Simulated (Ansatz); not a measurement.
# BRu5: the cost of one run

Program: Ansatz 0.2.0. Level of theory: DFT PBE, scalar-relativistic, plane waves, PAW. These are calculated values, not measurements.

1 further run of the same task is left out (it didn't finish).

## Step 1: Starting point

The structure is cubic, space group F-43m (No. 216). The conventional cell has a = 6.617 Å, b = 6.617 Å, c = 6.617 Å, α = 90.00°, β = 90.00°, γ = 90.00°. Around B (site symmetry -43m) lie 16 Ru at 2.74 to 2.87 Å. Around Ru (site symmetry 3m) lie 9 Ru at 2.34 to 2.74 Å and 3 B at 2.74 Å. Around Ru (site symmetry -43m) lie 12 Ru at 2.74 Å and 4 B at 2.87 Å.

Coordinates:

```
B Ru
1.0
     0.00000    3.30872    3.30872
     3.30872    0.00000    3.30872
     3.30872    3.30872    0.00000
B Ru
1 5
Direct
  0.00000 0.00000 0.00000
  0.37500 0.37500 0.87500
  0.37500 0.87500 0.37500
  0.87500 0.37500 0.37500
  0.37500 0.37500 0.37500
  0.75000 0.75000 0.75000
```

The cell is invented: species swapped into a database cell of ErCu5 (F-43m, No. 216), with B on the Er sites and Ru on the Cu sites. Lengths come from tabulated atomic sizes and are only a guess.

## Step 2: The guess as it stands, on a coarse mesh

File input.yaml:

```yaml
crystal:
  lattice:
    - [0.0, 3.30872251, 3.30872251]
    - [3.30872251, 0.0, 3.30872251]
    - [3.30872251, 3.30872251, 0.0]
  atoms:
    - { symbol: B, position: [0.0, 0.0, 0.0] }
    - { symbol: Ru, position: [0.375, 0.375, 0.875] }
    - { symbol: Ru, position: [0.375, 0.875, 0.375] }
    - { symbol: Ru, position: [0.875, 0.375, 0.375] }
    - { symbol: Ru, position: [0.375, 0.375, 0.375] }
    - { symbol: Ru, position: [0.75, 0.75, 0.75] }
basis:
  ecutwfc: 420
kpoints:
  mp_grid: { grid: [4, 4, 4] }
hamiltonian:
  xc: pbe
scf:
  occupations: { method: gaussian, width: 0.1 }
  lower_state_search: "off"
output:
  forces: true
  stress: true
  eigenvalues: true
```

Command:

```sh
$ ansatz run input.yaml --threads 1 --pin off --max-ram 2560MiB --backend cpu --events-out ev --progress --plain --runs-dir out
```

Q: Estimate wall time and peak memory on 1 thread of Intel Xeon at 2.70GHz, shared host.

About 2.3 s, with a peak of 0.33 GiB.
